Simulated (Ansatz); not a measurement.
The system is TaWC2.

```
W Ta C
1.0
     1.57186    0.90751    5.10162
    -1.57186    0.90751    5.10162
     0.00000   -1.81502    5.10162
W Ta C
1 1 2
Cartesian
  0.0000 0.0000 0.0000
  0.0000 0.0000 7.6524
  0.0000 0.0000 3.8405
  0.0000 0.0000 11.4644
```

The cell comes from a database or a generator and needn't be the stable form of this composition.

- Program: Ansatz 0.2.0
- Task: relaxation of cell and atoms
- Functional: PBEsol
- Potentials or basis: Ansatz PAW
- Cutoff: 420 eV (not typed: the program's choice for these potentials)
- k mesh: 10 × 10 × 10
- Occupations: fermi-dirac, width 0.05 eV
- Spin: no spin polarisation
- Hubbard terms: Ta d U = 8 eV, W d U = 8 eV

At the start: volume 10.92 Å³/atom.

How do energy, volume and symmetry change on relaxing?

It ends after 7 steps and the volume is 10.82 Å³/atom (-0.9 %); space group R-3m (No. 166, to 0.05 Å).

Step by step:
| step | energy change (eV) | largest force (eV/Å) | volume (Å³) |
| --- | --- | --- | --- |
| 1 | 0.0000 | 0.4586 | 43.66 |
| 2 | -0.0076 | 0.1044 | 42.95 |
| 3 | -0.0228 | 0.0901 | 43.23 |
| 4 | -0.0233 | 0.0386 | 43.25 |
| 5 | -0.0232 | 0.0022 | 43.32 |
| 6 | -0.0233 | 0.0002 | 43.29 |
| 7 | -0.0227 | 0.0002 | 43.29 |

Final structure:
```
CELL_PARAMETERS angstrom
1.57376 0.90861 5.04545
-1.57376 0.90861 5.04545
0.00000 -1.81722 5.04545
ATOMIC_POSITIONS crystal
W 0.00000 0.00000 0.00000
Ta 0.50000 0.50000 0.50000
C 0.24895 0.24895 0.24895
C 0.75105 0.75105 0.75105
```

Caveat: the plane-wave basis is chosen anew once the cell has moved, so the energies of steps on either side of that aren't comparable; the pressure holds a Pulay correction of +0.3 GPa for the finite cutoff; U without spin polarisation on a metal has little footing; the PAW data sets come from PBE, with cores solved anew for the run's functional, which leaves a small shift of forces and pressure; the U is typed as a test and isn't derived for this compound.
